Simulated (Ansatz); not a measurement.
# C2H5BrOSi: a ladder of functionals and wavefunction methods

The task here is to estimate one member of a computed series from the others.

Method: functionals in def2-TZVPP, the program's frozen cores in correlated methods; program: Ansatz 0.2.0, Gaussian basis.

The runs, in order: PBE-D4, r2SCAN-D4, PBE0-D4, B3LYP-D4, ωB97X-V, ωB97M-V, B2PLYP; CCSD(T)/def2-TZVPP; MP2/def2-QZVPP; extrapolation to the limit.

## The relaxed structure

An earlier PBE0-D4 in a triple-zeta def2 set relaxation fixed the geometry.

SMILES `[SiH3]O/C=C\Br`, 10 atoms, charge 0, spin multiplicity 1.

Atoms are counted from 1 here; the program's logs count them from 0.

Bond lengths: Si1–O2 1.658 Å, Si1–H6 1.484 Å, Si1–H7 1.487 Å, Si1–H8 1.478 Å, O2–C3 1.343 Å, C3–C4 1.326 Å, C3–H9 1.090 Å, C4–Br5 1.870 Å, C4–H10 1.079 Å. Angles: O2–Si1–H6 110.4°, O2–Si1–H7 109.2°, O2–Si1–H8 105.9°, H6–Si1–H7 109.2°, H6–Si1–H8 110.8°, H7–Si1–H8 111.4°, Si1–O2–C3 125.6°, O2–C3–C4 123.9°, O2–C3–H9 117.1°, C4–C3–H9 119.0°, C3–C4–Br5 123.2°, C3–C4–H10 121.4°, Br5–C4–H10 115.4°.

Set-up of the first run:

Contents of in.yaml:

```yaml
crystal:
  periodic: [false, false, false]
  atoms:
    - {symbol: Si, position_ang: [-1.041748, -1.000952, 1.120103]}
    - {symbol: O, position_ang: [-0.450033, -0.273098, -0.247024]}
    - {symbol: C, position_ang: [0.502905, 0.672146, -0.279563]}
    - {symbol: C, position_ang: [1.178372, 1.004078, -1.371034]}
    - {symbol: Br, position_ang: [0.919961, 0.173163, -3.026044]}
    - {symbol: H, position_ang: [-0.100951, -2.043751, 1.600187]}
    - {symbol: H, position_ang: [-1.216434, 0.024929, 2.182292]}
    - {symbol: H, position_ang: [-2.335557, -1.599665, 0.731977]}
    - {symbol: H, position_ang: [0.707098, 1.203903, 0.649368]}
    - {symbol: H, position_ang: [1.919487, 1.788048, -1.357165]}
basis:
  gaussian: {orbitals: def2-TZVPP}
hamiltonian: {xc: pbe, dispersion: d4}
output: {forces: true, orbitals: {seedname: orbitals}}
```

Started as:

```
$ ansatz run in.yaml --threads 4 --pin off --events-out ev --progress --plain --max-ram 10444MiB
```

Steps of the session up to this table: PBE-D4 (GGA); r2SCAN-D4 (meta-GGA); PBE0-D4 (hybrid); B3LYP-D4 (hybrid); ωB97X-V (range-separated); ωB97M-V (range-separated); B2PLYP (double hybrid); CCSD(T) in def2-TZVPP; MP2 in def2-QZVPP.

One table of the session follows, with a row left open; its other results are not shown here.

It belongs to the step «Atomisation energies». 

```
            method  atomisation energy (kcal/mol)
            PBE-D4                          880.7
         r2SCAN-D4                          866.3
           PBE0-D4                          863.1
          B3LYP-D4                          861.7
           ωB97X-V                              ?
           ωB97M-V                          863.5
            B2PLYP                          853.1
     HF/def2-TZVPP                          620.4
    MP2/def2-TZVPP                          857.6
   CCSD/def2-TZVPP                          825.4
CCSD(T)/def2-TZVPP                          840.3
           MP2/CBS                          881.8
       CCSD(T)/CBS                          864.5
```

**Question.** Estimate the row for ωB97X-V.

As computed: atomisation energy (kcal/mol): 864.7. In the column «atomisation energy (kcal/mol)» it lies between CCSD(T)/CBS (864.5) and r2SCAN-D4 (866.3).

To keep in mind: Free atoms (1 Si, 1 O, 2 C, 1 Br, 5 H) were run apart at each level; the atomisation energy is their sum less the molecule, without zero-point or spin-orbit terms.
